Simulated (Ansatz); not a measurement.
# Zn16S15Br (Wurtzite-4H): the cost of one run

Program: Ansatz 0.2.0. Level of theory: DFT, PBE, plane-wave PAW, default files, scalar-relativistic, as far as a step names no other. These are calculated values, not measurements.

## 1. Starting point

Symmetry: P3m1, No. 156, trigonal system. The conventional cell has a = 7.645 Å, b = 7.645 Å, c = 12.520 Å, α = 90.00°, β = 90.00°, γ = 120.00°. Around Zn (site symmetry m) lie 4 S at 2.34 to 2.35 Å. Around Zn (site symmetry 3m) lie 4 S at 2.34 to 2.35 Å. Around Zn (site symmetry m) lie 3 S at 2.34 to 2.35 Å and 1 Br at 2.34 Å. Zn (site symmetry 3m) has 3 S at 2.34 Å and 1 Br at 2.35 Å as nearest neighbours. Only part of the 16 independent sites is listed.

Coordinates:

```xyz
32
Lattice="7.6454 0.0000 0.0000 -3.8227 6.6211 0.0000 0.0000 0.0000 12.5200" Properties=species:S:1:pos:R:3 pbc="T T T"
Zn    0.0000    0.0000    0.0000
Zn   -1.9114    3.3106    0.0000
Zn    3.8227    0.0000    0.0000
Zn    1.9114    3.3106    0.0000
Zn    0.0000    0.0000    6.2600
Zn   -1.9114    3.3106    6.2600
Zn    3.8227    0.0000    6.2600
Zn    1.9114    3.3106    6.2600
Zn    0.0000    2.2070    3.1300
Zn   -1.9114    5.5176    3.1300
Zn    3.8227    2.2070    3.1300
Zn    1.9113    5.5176    3.1300
Zn    1.9114    1.1035    9.3900
Zn    0.0000    4.4141    9.3900
Zn    5.7341    1.1035    9.3900
Zn    3.8227    4.4141    9.3900
S     0.0000    0.0000    2.3475
S    -1.9114    3.3106    2.3475
S     3.8227    0.0000    2.3475
S     1.9114    3.3106    2.3475
S     0.0000    0.0000    8.6075
S    -1.9114    3.3106    8.6075
S     3.8227    0.0000    8.6075
S     1.9114    3.3106    8.6075
Br    0.0000    2.2070    5.4775
S    -1.9114    5.5176    5.4775
S     3.8227    2.2070    5.4775
S     1.9113    5.5176    5.4775
S     1.9114    1.1035   11.7375
S     0.0000    4.4141   11.7375
S     5.7341    1.1035   11.7375
S     3.8227    4.4141   11.7375
```

Atom 25 of the input is the impurity.

## 2. First run, atoms as given

The input, input.yaml:

```yaml
crystal:
  lattice:
    - [7.6454, 0.0, 0.0]
    - [-3.8227, 6.621110622, 0.0]
    - [0.0, 0.0, 12.52]
  atoms:
    - { symbol: Zn, position: [0.0, 0.0, 0.0] }
    - { symbol: Zn, position: [0.0, 0.5, 0.0] }
    - { symbol: Zn, position: [0.5, 0.0, 0.0] }
    - { symbol: Zn, position: [0.5, 0.5, 0.0] }
    - { symbol: Zn, position: [0.0, 0.0, 0.5] }
    - { symbol: Zn, position: [0.0, 0.5, 0.5] }
    - { symbol: Zn, position: [0.5, 0.0, 0.5] }
    - { symbol: Zn, position: [0.5, 0.5, 0.5] }
    - { symbol: Zn, position: [0.1666666666, 0.3333333334, 0.25] }
    - { symbol: Zn, position: [0.1666666666, 0.8333333334, 0.25] }
    - { symbol: Zn, position: [0.6666666666, 0.3333333334, 0.25] }
    - { symbol: Zn, position: [0.6666666666, 0.8333333334, 0.25] }
    - { symbol: Zn, position: [0.3333333334, 0.1666666666, 0.75] }
    - { symbol: Zn, position: [0.3333333334, 0.6666666666, 0.75] }
    - { symbol: Zn, position: [0.8333333334, 0.1666666666, 0.75] }
    - { symbol: Zn, position: [0.8333333334, 0.6666666666, 0.75] }
    - { symbol: S, position: [0.0, 0.0, 0.1875] }
    - { symbol: S, position: [0.0, 0.5, 0.1875] }
    - { symbol: S, position: [0.5, 0.0, 0.1875] }
    - { symbol: S, position: [0.5, 0.5, 0.1875] }
    - { symbol: S, position: [0.0, 0.0, 0.6875] }
    - { symbol: S, position: [0.0, 0.5, 0.6875] }
    - { symbol: S, position: [0.5, 0.0, 0.6875] }
    - { symbol: S, position: [0.5, 0.5, 0.6875] }
    - { symbol: Br, position: [0.1666666666, 0.3333333334, 0.4375] }
    - { symbol: S, position: [0.1666666666, 0.8333333334, 0.4375] }
    - { symbol: S, position: [0.6666666666, 0.3333333334, 0.4375] }
    - { symbol: S, position: [0.6666666666, 0.8333333334, 0.4375] }
    - { symbol: S, position: [0.3333333334, 0.1666666666, 0.9375] }
    - { symbol: S, position: [0.3333333334, 0.6666666666, 0.9375] }
    - { symbol: S, position: [0.8333333334, 0.1666666666, 0.9375] }
    - { symbol: S, position: [0.8333333334, 0.6666666666, 0.9375] }
total_charge: 1
kpoints:
  mp_grid: { grid: [3, 3, 2] }
scf:
  occupations: { method: fermi_dirac, width: 0.01 }
hamiltonian:
  xc: pbe
  pseudopotentials: { kind: paw }
output:
  forces: true
  stress: true
  populations: true
  efg:
    quadrupole_moments_barn: { Zn: 0.122, S: -0.0694, Br: 0.2579 }
    contact_densities: true
  write_density: true
  write_potential: true
  elf: true
  volumetric_format: npy
```

Run with:

```bash
> ansatz run input.yaml --threads 1 --pin off --max-ram 3072MiB --backend cpu --events-out ev --progress --plain --runs-dir out
```

What time and memory should one allow on 1 thread of Arm Neoverse V1, shared host?

About 2.5 min, with a peak of 1.2 GiB.
